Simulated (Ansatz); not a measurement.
# W2N3: the cost of one run

Program: Ansatz 0.2.0. Level of theory: DFT PBEsol, scalar-relativistic, plane waves, PAW. These are calculated values, not measurements.

## 1. Starting point

Symmetry: P6_3/mmc, No. 194, hexagonal system. Conventional cell: a = 2.919 Å, b = 2.919 Å, c = 15.835 Å, α = 90.00°, β = 90.00°, γ = 120.00°. Around W (site symmetry 3m) lie 6 N at 2.02 to 2.24 Å. N (site symmetry 3m) is surrounded by 3 W at 2.02 Å. Around N (site symmetry -6m2) lie 6 W at 2.24 Å.

As a file:

```
W N
1.0
     2.91940    0.00000    0.00000
    -1.45970    2.52827    0.00000
     0.00000    0.00000   15.83540
W N
4 6
Direct
  0.66667 0.33333 0.15716
  0.33333 0.66667 0.84284
  0.33333 0.66667 0.65716
  0.66667 0.33333 0.34284
  0.66667 0.33333 0.91353
  0.33333 0.66667 0.08647
  0.33333 0.66667 0.41352
  0.66667 0.33333 0.58647
  0.66667 0.33333 0.75000
  0.33333 0.66667 0.25000
```

Source of the structure: the Materials Project (structure only).

(A quick probe on a coarse mesh, which set the mesh and smearing, is not shown.)

## 3. A loose first relaxation

File input.yaml:

```yaml
crystal:
  lattice:
    - [2.9193980729, 0.0, 0.0]
    - [-1.4596990364, 2.5282728948, 0.0]
    - [0.0, 0.0, 15.835401]
  atoms:
    - { symbol: W, position: [0.66666667, 0.33333333, 0.157163] }
    - { symbol: W, position: [0.33333333, 0.66666667, 0.842837] }
    - { symbol: W, position: [0.33333333, 0.66666667, 0.657163] }
    - { symbol: W, position: [0.66666667, 0.33333333, 0.342837] }
    - { symbol: "N", position: [0.66666667, 0.33333333, 0.913525] }
    - { symbol: "N", position: [0.33333333, 0.66666667, 0.086475] }
    - { symbol: "N", position: [0.33333333, 0.66666667, 0.413525] }
    - { symbol: "N", position: [0.66666667, 0.33333333, 0.586475] }
    - { symbol: "N", position: [0.66666667, 0.33333333, 0.75] }
    - { symbol: "N", position: [0.33333333, 0.66666667, 0.25] }
basis:
  ecutwfc: 420
kpoints:
  mp_grid: { grid: [6, 6, 2] }
hamiltonian:
  xc: pbesol
scf:
  occupations: { method: gaussian, width: 0.1 }
output:
  forces: true
  stress: true
  eigenvalues: true
relax:
  adjacent_minimum: "off"
  f_tol: 0.05
  max_steps: 80
  cell: { stress_tol: 0.5 }
```

Run with:

```bash
$ ansatz run input.yaml --threads 2 --pin off --max-ram 5120MiB --backend cpu --events-out ev --progress --plain --runs-dir out
```

Q: Estimate wall time and peak memory on 2 threads of Intel Xeon Platinum 8488C (Sapphire Rapids), shared host.

About 21 s, with a peak of 0.47 GiB.
